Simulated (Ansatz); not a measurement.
**NbAs (CsCl type): how the settings move a single-point run**

Aim: see which settings change the result for NbAs (CsCl type), by how much, and at what cost.

Program: Ansatz 0.2.0. Level of theory: reference: DFT, PBEsol, PAW with Ansatz's default frozen-core files, scalar-relativistic. These are calculated values, not measurements.

## 1. Starting point

Symmetry: Pm-3m, No. 221, cubic system. Conventional cell: a = 2.344 Å, b = 2.344 Å, c = 2.344 Å, α = 90.00°, β = 90.00°, γ = 90.00°. Nb (site symmetry m-3m) is surrounded by 8 As at 2.03 Å. As (site symmetry m-3m) has 8 Nb at 2.03 Å in its first shell of neighbours.

Structure file:

```xyz
2
Lattice="2.3436 0.0000 0.0000 0.0000 2.3436 0.0000 0.0000 0.0000 2.3436" Properties=species:S:1:pos:R:3 pbc="T T T"
Nb    0.0000    0.0000    0.0000
As    1.1718    1.1718    1.1718
```

## 2. Baseline

input.yaml reads:

```yaml
crystal:
  lattice:
    - [2.3436120367, 0.0, 0.0]
    - [0.0, 2.3436120367, 0.0]
    - [0.0, 0.0, 2.3436120367]
  atoms:
    - { symbol: Nb, position: [0.0, 0.0, 0.0] }
    - { symbol: As, position: [0.5, 0.5, 0.5] }
kpoints:
  mp_grid: { grid: [13, 13, 13] }
  band_path:
    path:
      - [0.0, 0.0, 0.0]
      - [0.0, 0.5, 0.0]
      - [0.5, 0.5, 0.0]
      - [0.0, 0.0, 0.0]
      - [0.5, 0.5, 0.5]
      - [0.0, 0.5, 0.0]
      - [0.5, 0.5, 0.5]
      - [0.5, 0.5, 0.0]
    npoints: 8
scf:
  occupations: { method: fermi_dirac, width: 0.1 }
hamiltonian:
  xc: pbesol
  pseudopotentials: { kind: paw }
output:
  forces: true
  stress: true
  eigenvalues: true
  populations: true
  dos: { projected: true, de: 0.2, e_range: [-14, 8] }
```

Started as:

```
ansatz run input.yaml --threads 1 --pin off --max-ram 2048MiB --backend cpu --events-out ev --progress --plain --runs-dir out
```

## 3. Variant: occupations.method gaussian, occupations.width 0.05, hubbard.sites [{species: Nb, l: d, u_eff: 5.0}], hubbard.double_counting fll

Changes to input.yaml since step 2:

```diff
@@ -22,3 +22,3 @@
 scf:
-  occupations: { method: fermi_dirac, width: 0.1 }
+  occupations: { method: gaussian, width: 0.05 }
 hamiltonian:
@@ -26,2 +26,3 @@
   pseudopotentials: { kind: paw }
+  hubbard: { sites: [{ species: Nb, l: d, u_eff: 5.0 }], double_counting: fll }
 output:
@@ -31,2 +32,5 @@
   populations: true
-  dos: { projected: true, de: 0.2, e_range: [-14, 8] }
+  write_density: true
+  write_potential: true
+  elf: true
+  volumetric_format: npy
```

**Question.** What will these runs give? Wanted: for each run, ending; energy change; pressure; gap; force.

The runs gave:

```csv
run,ending,energy change,pressure (GPa),gap (eV),force (eV/Å),cycles,time
reference,converged,0,1119.4,0.00,0.00,9,2.5 s
"1: occupations.method gaussian, occupations.width 0.05, hubbard.sites [{species: Nb, l: d, u_eff: 5.0}], hubbard.double_counting fll",converged,+3.00 eV/atom (σ→0) (Hubbard term changed: no physical gain or loss),1106.6,0.00,0.00,7,5.2 s
```

Times don't compare one to one where runs were asked for different outputs or read a saved state (see the inputs); cycles may leave out searches for a lower state.

Residual by cycle in the longest SCF loop of each run; runs are numbered as in the table. The quantity is the density residual dr2, in eV.

```csv
cycle,reference,run 1
1,18,0.381
2,7.21,0.313
3,0.618,0.15
4,0.00803,3.2e-4
5,0.00826,8.3e-6
6,7.5e-4,7.3e-6
7,1.3e-6,2.7e-8
8,1.4e-8,-
9,9.5e-10,-
```

Changing the smearing, Hubbard U and double counting of the Hubbard term moves the energy by +3.00 eV/atom (σ→0 values), and the pressure goes from 1119.4 to 1106.6 GPa. The U term adds an energy of its own, so the shift says nothing about which run is better. A changed U is a change of model: its shifts are not errors of convergence. The structure is not at rest: the sound run finds 1119 GPa, so these are no properties of the relaxed crystal. 

At pressures up to 1119 GPa the PAW spheres may overlap and frozen cores may not hold, so those PAW values are rough without an all-electron check.
